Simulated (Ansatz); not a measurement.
# Li: the cost of one run

Computed with Ansatz 0.2.0 (DFT r2SCAN+rVV10, scalar-relativistic, plane waves, PAW, unless a step's input says otherwise).

## Step 1: The starting structure

It takes space group Im-3m (No. 229, cubic). Conventional cell: a = 3.450 Å, b = 3.450 Å, c = 3.450 Å, α = 90.00°, β = 90.00°, γ = 90.00°. Li (site symmetry m-3m) has 8 Li at 2.99 Å as nearest neighbours.

Coordinates:

```
CELL_PARAMETERS angstrom
3.45000 0.00000 0.00000
0.00000 3.45000 0.00000
0.00000 0.00000 3.45000
ATOMIC_POSITIONS crystal
Li 0.00000 0.00000 0.00000
Li 0.50000 0.50000 0.50000
```

## Step 2: Relaxing cell and atoms: Li, no spin

File input.yaml:

```yaml
crystal:
  lattice:
    - [3.45, 0.0, 0.0]
    - [0.0, 3.45, 0.0]
    - [0.0, 0.0, 3.45]
  atoms:
    - { symbol: Li, position: [0.0, 0.0, 0.0] }
    - { symbol: Li, position: [0.5, 0.5, 0.5] }
scf:
  occupations: { method: methfessel_paxton, width: 0.1 }
output:
  forces: true
  stress: true
  eigenvalues: true
  write_density: true
  write_potential: true
  elf: true
  volumetric_format: npy
kpoints:
  mp_grid: { grid: [20, 20, 20] }
hamiltonian:
  xc: r2scan
  dispersion: rvv10
relax:
  f_tol: 0.01
  adjacent_minimum: "off"
  cell: { stress_tol: 0.05 }
```

Started as:

```
> ansatz run input.yaml --threads 2 --pin off --max-ram 6144MiB --backend cpu --events-out ev --progress --plain --runs-dir out
```

Q: Estimate wall time and peak memory on 2 threads of Intel Xeon Platinum 8488C (Sapphire Rapids), shared host.

About 25 s, with a peak of 0.51 GiB.
